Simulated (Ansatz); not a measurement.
# C₂H₈AlFSe: basis-set convergence

An exercise on one series of results from a longer session: the logs are not shown, and one member is left open.

Program: Ansatz 0.2.0, Gaussian basis. Level of theory: one geometry, several basis sets. These are calculated values, not measurements.

The runs, in order: PBE0-D4/def2-SVP; ωB97M-V/def2-SVP; PBE0-D4/def2-QZVPP; ωB97M-V/def2-QZVPP; the functionals' def2-TZVPP values are taken from earlier runs.

## The relaxed structure

The geometry comes from an earlier relaxation with PBE0-D4 in a triple-zeta def2 set; it is a stationary point, not always the lowest conformer.

SMILES `[CH3][Al-]([CH3])([F])[SeH2+]`, 13 atoms, charge 0, spin multiplicity 1.

Atoms are counted from 1 here; the program's logs count them from 0.

Bond lengths: C1–Al2 1.956 Å, C1–H6 1.095 Å, C1–H7 1.094 Å, C1–H8 1.096 Å, Al2–C3 1.956 Å, Al2–F4 1.677 Å, Al2–Se5 2.734 Å, C3–H9 1.094 Å, C3–H10 1.096 Å, C3–H11 1.095 Å, Se5–H12 1.468 Å, Se5–H13 1.468 Å. Angles: Al2–C1–H6 112.1°, Al2–C1–H7 112.6°, Al2–C1–H8 110.5°, H6–C1–H7 107.9°, H6–C1–H8 106.7°, H7–C1–H8 106.7°, C1–Al2–C3 123.2°, C1–Al2–F4 116.0°, C1–Al2–Se5 99.1°, C3–Al2–F4 116.0°, C3–Al2–Se5 99.1°, F4–Al2–Se5 93.3°, Al2–C3–H9 112.6°, Al2–C3–H10 110.6°, Al2–C3–H11 112.1°, H9–C3–H10 106.7°, H9–C3–H11 107.9°, H10–C3–H11 106.7° and more.

The first run:

in.yaml reads:

```yaml
crystal:
  periodic: [false, false, false]
  atoms:
    - {symbol: C, position_ang: [-1.899925, 0.355498, 0.147659]}
    - {symbol: Al, position_ang: [-0.121288, -0.151821, -0.488680]}
    - {symbol: C, position_ang: [0.815626, -1.758967, 0.115507]}
    - {symbol: F, position_ang: [0.309542, 0.424791, -2.003327]}
    - {symbol: Se, position_ang: [1.362747, 1.733274, 0.823265]}
    - {symbol: H, position_ang: [-1.989354, 0.268306, 1.235244]}
    - {symbol: H, position_ang: [-2.169441, 1.378700, -0.130501]}
    - {symbol: H, position_ang: [-2.664256, -0.299896, -0.284333]}
    - {symbol: H, position_ang: [1.868018, -1.768643, -0.183360]}
    - {symbol: H, position_ang: [0.357597, -2.656190, -0.315234]}
    - {symbol: H, position_ang: [0.774081, -1.876274, 1.203154]}
    - {symbol: H, position_ang: [2.516206, 1.511719, -0.058070]}
    - {symbol: H, position_ang: [0.860949, 2.804703, -0.046525]}
basis:
  gaussian: {orbitals: def2-SVP}
hamiltonian: {xc: pbe0, dispersion: d4}
output: {orbitals: {seedname: orbitals}}
```

Command:

```sh
> ansatz run in.yaml --threads 4 --pin off --events-out ev --progress --plain --max-ram 11315MiB
```

Among the steps run: PBE0-D4 in def2-SVP; ωB97M-V in def2-SVP; PBE0-D4 in def2-QZVPP; ωB97M-V in def2-QZVPP.

One of the session's tables, all rows but one given; the rest of the session is left out.

It belongs to the step «Density functionals: the series». 

```
functional       basis  HOMO (eV)
   PBE0-D4    def2-SVP          ?
   PBE0-D4  def2-TZVPP      -7.37
   PBE0-D4  def2-QZVPP      -7.39
   ωB97M-V    def2-SVP      -9.54
   ωB97M-V  def2-TZVPP      -9.63
   ωB97M-V  def2-QZVPP      -9.64
```

Estimate the missing values for PBE0-D4, def2-SVP.

As computed: HOMO (eV): -7.30. In the column «HOMO (eV)» it is the highest.
